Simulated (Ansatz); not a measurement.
# TlRh2: the cost of one run

Method: DFT PBE, scalar-relativistic, plane waves, PAW, in Ansatz 0.2.0.

## Step 1: The starting structure

The structure is trigonal, space group P-3m1 (No. 164). Conventional cell: a = 2.927 Å, b = 2.927 Å, c = 7.615 Å, α = 90.00°, β = 90.00°, γ = 120.00°. Tl (site symmetry -3m) has 6 Tl at 2.93 Å and 6 Rh at 3.23 Å as nearest neighbours. Rh (site symmetry 3m) has 9 Rh at 2.70 to 2.93 Å as nearest neighbours.

As a file:

```
CELL_PARAMETERS angstrom
2.92723 0.00000 0.00000
-1.46361 2.53505 0.00000
0.00000 0.00000 7.61523
ATOMIC_POSITIONS crystal
Tl 0.00000 0.00000 0.00000
Rh 0.66667 0.33333 0.63786
Rh 0.33333 0.66667 0.36214
```

Recipe of the guess: close-packed layers stacked ABC|A (P-3m1, No. 164). The dimensions are guesses.

## Step 2: Probe: one point on a coarse mesh

File input.yaml:

```yaml
crystal:
  lattice:
    - [2.92722796, 0.0, 0.0]
    - [-1.46361398, 2.53505377, 0.0]
    - [0.0, 0.0, 7.61522791]
  atoms:
    - { symbol: Tl, position: [0.0, 0.0, 0.0] }
    - { symbol: Rh, position: [0.66666667, 0.33333333, 0.63786147] }
    - { symbol: Rh, position: [0.33333333, 0.66666667, 0.36213853] }
basis:
  ecutwfc: 420
kpoints:
  mp_grid: { grid: [6, 6, 2] }
hamiltonian:
  xc: pbe
scf:
  occupations: { method: gaussian, width: 0.1 }
  lower_state_search: "off"
output:
  forces: true
  stress: true
  eigenvalues: true
```

Command:

```sh
ansatz run input.yaml --threads 1 --pin off --max-ram 2560MiB --backend cpu --events-out ev --progress --plain --runs-dir out
```

Q: Estimate wall time and peak memory on 1 thread of Intel Xeon Platinum 8488C (Sapphire Rapids), shared host.

About 1.3 s, with a peak of 0.34 GiB.
